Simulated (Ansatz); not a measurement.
# Ta6BH3N6: the cost of one run

Program: Ansatz 0.2.0. Level of theory: DFT PBE+D3(BJ), scalar-relativistic, plane waves, PAW. These are calculated values, not measurements.

3 further runs of the same task are left out: 3 set aside as unsound or not needed.

## Step 1: Starting point

Symmetry: P4mm, No. 99, tetragonal system. The conventional cell has a = 3.101 Å, b = 3.101 Å, c = 20.385 Å, α = 90.00°, β = 90.00°, γ = 90.00°. Ta (site symmetry 4mm) has 5 N at 2.16 to 2.19 Å as nearest neighbours. Around N (site symmetry 4mm) lie 5 Ta at 2.19 to 2.26 Å. Ta (site symmetry 4mm) has 6 N at 2.20 to 2.36 Å as nearest neighbours. N (site symmetry 4mm) has 6 Ta at 2.16 to 2.20 Å as nearest neighbours. Around Ta (site symmetry 4mm) lie 5 N at 2.16 to 2.21 Å. N (site symmetry 4mm) is surrounded by 5 Ta at 2.21 to 2.36 Å.

As a file:

```
CELL_PARAMETERS angstrom
6.20149 0.00000 0.00000
0.00000 6.20149 0.00000
0.00000 0.00000 20.38512
ATOMIC_POSITIONS crystal
Ta 0.50000 0.50000 0.39244
Ta 0.50000 0.00000 0.39244
Ta 0.00000 0.50000 0.39244
Ta 0.00000 0.00000 0.39244
N 0.25000 0.25000 0.39244
N 0.25000 0.75000 0.39244
N 0.75000 0.25000 0.39244
N 0.75000 0.75000 0.39244
Ta 0.75000 0.75000 0.50341
Ta 0.75000 0.25000 0.50341
Ta 0.25000 0.75000 0.50341
Ta 0.25000 0.25000 0.50341
N 0.50000 0.50000 0.49817
N 0.50000 0.00000 0.49817
N 0.00000 0.50000 0.49817
N 0.00000 0.00000 0.49817
Ta 0.00000 0.00000 0.60397
Ta 0.00000 0.50000 0.60397
Ta 0.50000 0.00000 0.60397
Ta 0.50000 0.50000 0.60397
N 0.75000 0.75000 0.61939
N 0.75000 0.25000 0.61939
N 0.25000 0.75000 0.61939
N 0.25000 0.25000 0.61939
```

Miller indices refer to the conventional cell of the relaxed bulk, Fm-3m (No. 225): a = 4.385 Å, b = 4.385 Å, c = 4.385 Å, α = 90.00°, β = 90.00°, γ = 90.00°.

This (100) slab, 4.4 Å thick as cut, with 16 Å of vacuum, in a 2×2 surface cell; its outer planes are TaN (top) and TaN (bottom), was relaxed beforehand with its lower half held: -123815.7948 eV, work function 3.35 eV (top face), 3.83 eV (bottom face), dipole along +c 0.103 e·Å per cell.

## Step 2: B2H6, flat, over a top (N) site

Input file input.yaml:

```yaml
crystal:
  lattice:
    - [6.2014901218, 0.0, 0.0]
    - [0.0, 6.2014901218, 0.0]
    - [0.0, 0.0, 24.3451157186]
  atoms:
    - { symbol: Ta, position: [0.5, 0.5, 0.3286080088] }
    - { symbol: Ta, position: [0.5, 0.0, 0.3286080088] }
    - { symbol: Ta, position: [0.0, 0.5, 0.3286080088] }
    - { symbol: Ta, position: [0.0, 0.0, 0.3286080088] }
    - { symbol: "N", position: [0.25, 0.25, 0.3286080088] }
    - { symbol: "N", position: [0.25, 0.75, 0.3286080088] }
    - { symbol: "N", position: [0.75, 0.25, 0.3286080088] }
    - { symbol: "N", position: [0.75, 0.75, 0.3286080088] }
    - { symbol: Ta, position: [0.75, 0.75, 0.4215271993] }
    - { symbol: Ta, position: [0.75, 0.25, 0.4215271993] }
    - { symbol: Ta, position: [0.25, 0.75, 0.4215271993] }
    - { symbol: Ta, position: [0.25, 0.25, 0.4215271993] }
    - { symbol: "N", position: [0.5, 0.5, 0.4171348201] }
    - { symbol: "N", position: [0.5, 0.0, 0.4171348201] }
    - { symbol: "N", position: [0.0, 0.5, 0.4171348201] }
    - { symbol: "N", position: [0.0, 0.0, 0.4171348201] }
    - { symbol: Ta, position: [0.0, 0.0, 0.5057284937] }
    - { symbol: Ta, position: [0.0, 0.5, 0.5057284937] }
    - { symbol: Ta, position: [0.5, 0.0, 0.5057284937] }
    - { symbol: Ta, position: [0.5, 0.5, 0.5057284937] }
    - { symbol: "N", position: [0.75, 0.75, 0.5186366048] }
    - { symbol: "N", position: [0.75, 0.25, 0.5186366048] }
    - { symbol: "N", position: [0.25, 0.75, 0.5186366048] }
    - { symbol: "N", position: [0.25, 0.25, 0.5186366048] }
    - { symbol: B, position: [0.1290516024, 0.1757789748, 0.6550089284] }
    - { symbol: B, position: [0.3709483976, 0.3242210252, 0.6550089284] }
    - { symbol: H, position: [0.25, 0.25, 0.6952634095] }
    - { symbol: H, position: [0.25, 0.25, 0.6147544473] }
    - { symbol: H, position: [0.1370388521, -0.016072704, 0.6550089284] }
    - { symbol: H, position: [-0.0383677425, 0.2698055745, 0.6550089284] }
    - { symbol: H, position: [0.5383677425, 0.2301944255, 0.6550089284] }
    - { symbol: H, position: [0.3629611479, 0.516072704, 0.6550089284] }
basis:
  ecutwfc: 420
kpoints:
  mp_grid: { grid: [3, 3, 1] }
hamiltonian:
  xc: pbe
  dispersion: d3bj
scf:
  occupations: { method: gaussian, width: 0.1 }
output:
  forces: true
  eigenvalues: true
  write_density: true
  write_potential: true
  elf: true
  volumetric_format: npy
relax:
  adjacent_minimum: "off"
  f_tol: 0.04
  max_steps: 100
  constraints: [{ sites: [0, 1, 2, 3, 4, 5, 6, 7] }]
efield:
  axis: 3
  dipole_correction: true
  ramp_width: 0.04
```

Started as:

```bash
ansatz run input.yaml --threads 4 --pin off --max-ram 10240MiB --backend cpu --events-out ev --progress --plain --runs-dir out
```

Q: Estimate wall time and peak memory on 4 threads of Arm Neoverse V2, shared host.

About 7.7 min, with a peak of 2.8 GiB.
